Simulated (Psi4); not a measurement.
# CH7BSi2 (SMILES CB1[SiH2][SiH2]1): CCSD/6-31G(d) (spherical functions)

Aim: the energy change on altering one bond length of CH7BSi2 at CCSD/6-31G* (spherical functions), from 2 runs. 

The results are computed with Psi4 1.11.

1 further run of the same task is left out (set aside as unsound or not needed). Runs told in other sessions of the task aren't counted.

**1. The system as given**

CH7BSi2: 11 atoms, total charge 0, spin state singlet. SMILES: `CB1[SiH2][SiH2]1`. Geometry: relaxed at PBE0-D4/def2-TZVP.

Bond lengths: C1–B2 1.566 Å, B2–Si3 1.907 Å, B2–Si4 1.907 Å, C1–H5 1.092 Å, C1–H6 1.099 Å, C1–H7 1.092 Å, Si3–H8 1.482 Å, Si3–H9 1.489 Å, Si4–H10 1.489 Å, Si4–H11 1.482 Å. Some angles: C1–B2–Si3 130.2°, C1–B2–Si4 130.2°, Si3–B2–Si4 83.2°, B2–C1–H5 114.1°, B2–C1–H6 106.3°, B2–C1–H7 114.1°, B2–Si3–H8 124.3°, B2–Si3–H9 125.0°, B2–Si4–H10 124.9°, B2–Si4–H11 124.3°. A long bond or contact: Si3–Si4 2.531 Å.

**2. The energy at CCSD/6-31G(d) (spherical functions)**

ch7bsi2.dat reads:

```
memory 2.2 GB

molecule {
  0 1
  C     -0.263900     1.793500     0.099500
  B     -0.450600     0.243000    -0.016600
  Si     0.018800    -1.148600     1.199400
  Si     0.210300    -0.982900    -1.318800
  H      0.165600     2.121800     1.048800
  H     -1.271300     2.229100     0.051100
  H      0.301000     2.238000    -0.723000
  H     -0.479200    -2.541300     1.107000
  H      0.876900    -0.975400     2.403900
  H      1.239000    -0.662800    -2.346600
  H     -0.281200    -2.371200    -1.484200
  units angstrom
  symmetry c1
  no_reorient
  no_com
}

set globals {
  basis 6-31G*
  reference rhf
  puream true
  e_convergence 1e-09
  d_convergence 1e-08
  scf_type pk
  num_frozen_docc 12
}

result, w = energy('ccsd', return_wfn=True)
print_variables()
```

Run with:

```bash
$ psi4 -n 1 ch7bsi2.dat ch7bsi2.out
```

ch7bsi2.out, shortened:

```text
[...]
  Running in c1 symmetry.
[...]
  Nuclear repulsion =  181.476428428229070
[...]
  Multiplicity = 1
[...]
  Nalpha       = 23
  Nbeta        = 23
[...]
    Number of basis functions: 78
[...]
   @RHF iter   1:  -644.26603714961186   -6.81245e-01   4.33320e-03 ADIIS/DIIS
[...]
   @RHF iter  12:  -644.36150571200972   -1.37561e-11   6.69625e-09 DIIS
[...]
    Orbital Energies [Eh]
    ---------------------
    Doubly Occupied:
       1A    -68.755689     2A    -68.755670     3A    -11.201292
       4A     -7.594951     5A     -6.122414     6A     -6.122347
       7A     -4.228057     8A     -4.227838     9A     -4.226605
      10A     -4.226555    11A     -4.225903    12A     -4.225842
      13A     -0.949263    14A     -0.786289    15A     -0.662865
      16A     -0.591328    17A     -0.556436    18A     -0.548816
      19A     -0.515657    20A     -0.469577    21A     -0.469521
      22A     -0.359049    23A     -0.294599
[...]
  @RHF Final Energy:  -644.36150571200972
   => Energetics <=
    Nuclear Repulsion Energy =            181.4764284282290703
    One-Electron Energy =               -1251.4427448188862400
    Two-Electron Energy =                 425.6048106786473681
    Total Energy =                       -644.3615057120097163
[...]
 Multipole Moments:
 ------------------------------------------------------------------------------------
     Multipole            Electronic (a.u.)      Nuclear  (a.u.)        Total (a.u.)
 ------------------------------------------------------------------------------------
 L = 1.  Multiply by 2.5417464519 to convert [e a0] to [Debye]
 Dipole X            :          0.0975100           -0.1477766           -0.0502665
 Dipole Y            :         33.7763976          -33.6877697            0.0886279
 Dipole Z            :          2.0812912           -2.0798326            0.0014587
 Magnitude           :                                                    0.1019007
[...]
      * MP2 total energy                      = -644.738886996085057
[...]
      * CCSD total energy                     = -644.794507329251360
[...]
```

It took 8.7 s on 1 thread of Intel Xeon 6975P-C (Granite Rapids), shared host; peak memory 0.43 GiB.

**3. The distorted shape, same level**

run.py reads:

```python
import numpy as np
from ase.calculators.psi4 import Psi4
from ase import Atoms

mol = Atoms(['C', 'B', 'Si', 'Si', 'H', 'H', 'H', 'H', 'H', 'H', 'H'], positions=[
    [-0.950368, 1.654942, -0.864084],
    [-1.137068, 0.104442, -0.980184],
    [-0.667668, -1.287158, 0.235816],
    [-0.476168, -1.121458, -2.282384],
    [-0.520868, 1.983242, 0.085216],
    [-1.957768, 2.090542, -0.912484],
    [-0.385468, 2.099442, -1.686584],
    [-1.165668, -2.679858, 0.143416],
    [0.876900, -0.975400, 2.403900],
    [0.552532, -0.801358, -3.310184],
    [-0.967668, -2.509758, -2.447784],
])
calc = Psi4(atoms=mol, method='ccsd', basis='6-31G*', memory='2200MB', num_threads=1, charge=0, multiplicity=1, label='psi4-calc')
calc.psi4.set_options({'puream': True, 'e_convergence': 1e-09, 'd_convergence': 1e-08, 'scf_type': 'pk', 'num_frozen_docc': 12})
mol.calc = calc

print(f'energy: {mol.get_potential_energy():.6f} eV')
```

Run with:

```bash
$ python run.py
```

psi4-calc.dat, shortened:

```text
[...]
  Running in c1 symmetry.
[...]
  Nuclear repulsion =  178.284466044443974
[...]
  Multiplicity = 1
[...]
  Nalpha       = 23
  Nbeta        = 23
[...]
    Number of basis functions: 78
[...]
   @RHF iter   1:  -644.11346165675604   -7.67657e-01   4.48603e-03 DIIS/ADIIS
[...]
   @RHF iter  13:  -644.22493711361005   -1.84173e-11   9.46226e-09 DIIS
[...]
    Orbital Energies [Eh]
    ---------------------
    Doubly Occupied:
       1A    -68.812810     2A    -68.777681     3A    -11.210528
       4A     -7.617712     5A     -6.170660     6A     -6.144260
       7A     -4.275435     8A     -4.274336     9A     -4.273470
      10A     -4.249786    11A     -4.248328    12A     -4.247800
      13A     -0.959525    14A     -0.801032    15A     -0.660041
      16A     -0.600159    17A     -0.565453    18A     -0.558062
      19A     -0.507484    20A     -0.485085    21A     -0.405509
      22A     -0.327580    23A     -0.304000
[...]
  @RHF Final Energy:  -644.22493711361005
   => Energetics <=
    Nuclear Repulsion Energy =            178.2844660444439739
    One-Electron Energy =               -1244.0653337370692952
    Two-Electron Energy =                 421.5559305790154099
    Total Energy =                       -644.2249371136099398
[...]
 Multipole Moments:
 ------------------------------------------------------------------------------------
     Multipole            Electronic (a.u.)      Nuclear  (a.u.)        Total (a.u.)
 ------------------------------------------------------------------------------------
 L = 1.  Multiply by 2.5417464519 to convert [e a0] to [Debye]
 Dipole X            :         -2.1233902            1.6255706           -0.4978196
 Dipole Y            :         -2.1452945            2.2042604            0.0589659
 Dipole Z            :         -2.0657514            1.0554582           -1.0102931
 Magnitude           :                                                    1.1278269
[...]
      * MP2 total energy                      = -644.620642347371586
[...]
      * CCSD total energy                     = -644.690982484126039
```

The script printed:

```text
energy: -17542.935191 eV
```

Run time: 8.7 s. Hardware: 1 thread of Intel Xeon 6975P-C (Granite Rapids), shared host; peak memory 0.44 GiB.

**4. What came out**

At CCSD/6-31G* (spherical functions), 12 core orbitals frozen:

| quantity | value |
| --- | --- |
| first shape: total energy | -644.79451 Eh |
| first shape: HOMO energy (Hartree–Fock orbitals) | -8.02 eV |
| first shape: LUMO energy (Hartree–Fock orbitals) | 1.97 eV |
| first shape: HOMO–LUMO gap (Hartree–Fock orbitals) | 9.99 eV |
| first shape: correlation energy (12 core orbitals frozen) | -433.0 mEh |
| first shape: T1 diagnostic | 0.016 |
| distorted shape: total energy | -644.69098 Eh |
| distorted shape: HOMO energy (Hartree–Fock orbitals) | -8.27 eV |
| distorted shape: LUMO energy (Hartree–Fock orbitals) | 0.10 eV |
| distorted shape: HOMO–LUMO gap (Hartree–Fock orbitals) | 8.37 eV |
| distorted shape: correlation energy (12 core orbitals frozen) | -466.0 mEh |
| distorted shape: T1 diagnostic | 0.024 |
| energy change with the Si3–H9 bond stretched from 1.489 to 2.680 Å | 2.817 eV |

One bond (distorted shape) is far stretched, which a spin-restricted single reference describes badly; a broken-symmetry solution may lie lower. With the Si3–H9 bond stretched from 1.489 to 2.680 Å the energy rises by 2.82 eV (272 kJ/mol). The first shape isn't relaxed at this level, so the change isn't measured from a minimum. A restricted reference can't describe the breaking bond well at this length. With no_com the log's rotational constants are taken about the origin, not the centre of mass, so they aren't the molecule's. The T1 diagnostic (distorted shape) of 0.024 is above the customary mark for such species, so a single reference may not serve.
